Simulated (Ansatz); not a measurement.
# Mg3ZnC in Ansatz: convergence with ecutrho ratio

The system is Mg3ZnC.

```xyz
5
Lattice="4.4069 0.0000 0.0000 0.0000 4.4069 0.0000 0.0000 0.0000 4.4069" Properties=species:S:1:pos:R:3 pbc="T T T"
Zn    0.0635    0.0014    0.0187
Mg    2.2230    0.0237    2.1854
Mg    2.2469    2.2087    0.0075
Mg   -0.0058    2.1890    2.2057
C     2.2494    2.2204    2.2318
```

The cell comes from a database or a generator and needn't be the stable form of this composition.

The cell isn't the ideal one: atoms moved at random, drawn with an rms of 0.05 Å.

| Property | Result |
| --- | --- |
| Program | Ansatz 0.2.0 |
| Task | convergence study |
| Functional | PBE |
| Potentials or basis | Ansatz PAW |
| Cutoff | 420 eV |
| Density cutoff | 1680 eV |
| k mesh | 5 × 5 × 5 |
| Occupations | gaussian, width 0.05 eV |
| Spin | no spin polarisation |

These are the settings of the first run; the series varies ecutrho ratio, with any setting tied to it.

Hardware: 2 threads of Arm Neoverse V2, with other jobs on the host.

```csv
ecutrho ratio,"energy less the tightest run, at zero smearing (meV/atom)",SCF cycles,CPU time (s),peak memory (GiB)
4,0.00,7,10,0.38
5,0.00,6,10,0.39
6,0.00,6,9.8,0.41
8,0.00,7,10,0.43
10,0.00,6,10,0.45
12,0.00,6,11,0.48
```

Against the tightest run, the energy stays within 1 meV/atom from 4 on. The tightest run that finished is the yardstick and may itself not be fully converged.
